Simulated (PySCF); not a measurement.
# [Pb(BH4)]+: other functionals and bases at one geometry

One table from this session's results is given with a row withheld; the runs are named, their logs left out.

Method: several levels, as the steps say, no spin–orbit coupling; program: PySCF 2.14.0.

3 further runs of the same task are left out: 1 for a known fault of the program, 1 that didn't finish, 1 set aside as unsound or not needed.

**The starting structure**

6 atoms, charge 1, spin multiplicity 1.

Bond lengths: Pb1–B2 2.336 Å, Pb1–H4 2.188 Å, Pb1–H5 2.188 Å, Pb1–H6 2.188 Å, B2–H3 1.201 Å, B2–H4 1.281 Å, B2–H5 1.281 Å, B2–H6 1.281 Å. Angles: B2–Pb1–H4 32.7°, B2–Pb1–H5 32.7°, B2–Pb1–H6 32.7°, H4–Pb1–H5 55.8°, H4–Pb1–H6 55.8°, H5–Pb1–H6 55.8°, Pb1–B2–H3 180.0°, Pb1–B2–H4 67.3°, Pb1–B2–H5 67.3°, Pb1–B2–H6 67.3°, H3–B2–H4 112.7°, H3–B2–H5 112.7°, H3–B2–H6 112.7°, H4–B2–H5 106.1°, H4–B2–H6 106.1°, H5–B2–H6 106.1°, Pb1–H4–B2 80.0°, Pb1–H5–B2 80.0° and more.

Coordinates:

```xyz
6
BH4Pb
Pb    0.0000    0.0000   -0.0340
B     0.0000    0.0000    2.3017
H     0.0000    0.0000    3.5031
H     1.1816    0.0000    1.8075
H    -0.5908    1.0233    1.8075
H    -0.5908   -1.0233    1.8075
```

Formal oxidation states: Pb +2. An earlier session relaxed this geometry at TPSS, Pb def2-SVP with ECP60, B def2-SVP, H def2-SVP (singlet, point group C3v).

At TPSS on the finer grid: E = -219.787915 Eh, HOMO -13.46 eV, LUMO -8.89 eV, Mulliken charge on Pb1 +0.94 e, largest force component 0.009 eV/Å. 

Levels to run: CAM-B3LYP; wB97X; PBE; r2SCAN; TPSS, TZVP; TPSS, x2c-SVP. Hardware: 2 threads of Arm Neoverse V1, shared host.

Set-up of the first run:

The input, run.py (the lines that set the calculation):

```python
mol = gto.M(atom='''
Pb     0.00000     0.00000    -0.03403
B      0.00000     0.00000     2.30174
H      0.00000     0.00000     3.50306
H      1.18162     0.00004     1.80753
H     -0.59084     1.02329     1.80753
H     -0.59078    -1.02333     1.80753''',
    basis={'Pb': 'def2-SVP', 'B': 'def2-SVP', 'H': 'def2-SVP'},
    ecp={'Pb': 'def2-SVP'},
    charge=1, spin=0)
mf = dft.RKS(mol, xc='CAMB3LYP')
mf.grids.atom_grid = (75, 302)
mf = mf.density_fit()  # fitting sets: Pb def2-universal-JKFIT, B def2-universal-JKFIT, H def2-universal-JKFIT
mf.conv_tol = 1e-08; mf.max_cycle = 55
mf.kernel(dm0)  # dm0: the density of the relaxed state
```

Launch:

```console
> OMP_NUM_THREADS=2 python run.py
```

Steps of the session up to this table: CAM-B3LYP; wB97X; PBE; r2SCAN; TPSS, TZVP; TPSS, x2c-SVP.

One of the session's tables, all rows but one given; the rest of the session is left out.

```
              level  HOMO (eV)  gap (eV)  charge on Pb1 (e)  dipole (D)  largest force component (eV/Å)
TPSS (relaxed here)     -13.46      4.57               0.94        0.91                            0.01
          CAM-B3LYP     -15.83      8.46               0.96        1.08                            0.29
              wB97X     -16.79     10.46               0.99        1.19                            0.41
                PBE     -13.30      4.33               0.89        0.65                            0.30
             r2SCAN     -13.61      4.85               0.95        0.80                            0.26
         TPSS, TZVP     -13.45      4.60               0.96        0.87                            0.32
      TPSS, x2c-SVP          ?         ?                  ?           ?                               ?
```

Q: Estimate the row for TPSS, x2c-SVP from the others.

As computed: HOMO (eV): -13.47; gap (eV): 4.54; charge on Pb1 (e): 0.98; dipole (D): 0.90; largest force component (eV/Å): 0.48. In the column «HOMO (eV)» it lies between r2SCAN (-13.61) and TPSS (relaxed here) (-13.46).

The dipole of a charged species depends on the origin, so these sizes hold for this origin alone.

In one basis the HOMO–LUMO gap runs from 4.33 eV (PBE) to 10.46 eV (wB97X). The largest leftover force, 0.48 eV/Å with TPSS, x2c-SVP, stands at a geometry relaxed at another level. Total energies of different levels can't be compared.
